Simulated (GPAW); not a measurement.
MoSe:

```
CELL_PARAMETERS angstrom
0.00000 2.89288 2.89288
2.89288 0.00000 2.89288
2.89288 2.89288 0.00000
ATOMIC_POSITIONS crystal
Mo 0.00000 0.00000 0.00000
Se 0.50000 0.50000 0.50000
```

The cell was built by a generator and needn't be a form met in nature.

| Quantity | Value |
| --- | --- |
| Program | GPAW 26.7.0 |
| Task | relaxation of cell and atoms |
| Functional | PBE |
| Dispersion | D3M(BJ) |
| Potentials or basis | GPAW PAW data sets (gpaw-data 1.2.1) |
| Cutoff | 600 eV |
| Basis | pw |
| k mesh | 8 × 8 × 8 |
| Occupations | fermi-dirac, width 0.05 eV |
| Spin | no spin polarisation |

At the start: pressure -30.8 GPa; volume 24.21 Å³/atom.

Task: Where does the relaxation end?

Result: Over 5 steps the energy falls by 858.9 meV/atom and the volume is 16.03 Å³/atom (-33.8 %); space group Fm-3m (No. 225, to 0.05 Å).

Step by step:
| step | energy change (eV) | largest force (eV/Å) | pressure (GPa) | volume (Å³) |
| --- | --- | --- | --- | --- |
| 1 | 0.0000 | 0.0000 | -30.84 | 48.42 |
| 2 | -0.8865 | 0.0000 | -30.33 | 43.82 |
| 3 | -1.7150 | 0.0000 | -2.21 | 32.46 |
| 4 | -1.7173 | 0.0000 | 0.91 | 31.91 |
| 5 | -1.7177 | 0.0000 | -0.01 | 32.07 |

Final structure:
```xyz
2
Lattice="0.0000 2.5216 2.5216 2.5216 0.0000 2.5216 2.5216 2.5216 0.0000" Properties=species:S:1:pos:R:3 pbc="T T T"
Mo    0.0000    0.0000    0.0000
Se    2.5216    2.5216    2.5216
```

Caveat: later steps reuse the first step's grids; the volume moved by over 15 % at a fixed basis, so the end points are rough; pairwise dispersion overbinds metals, which lowers pressure and volume.
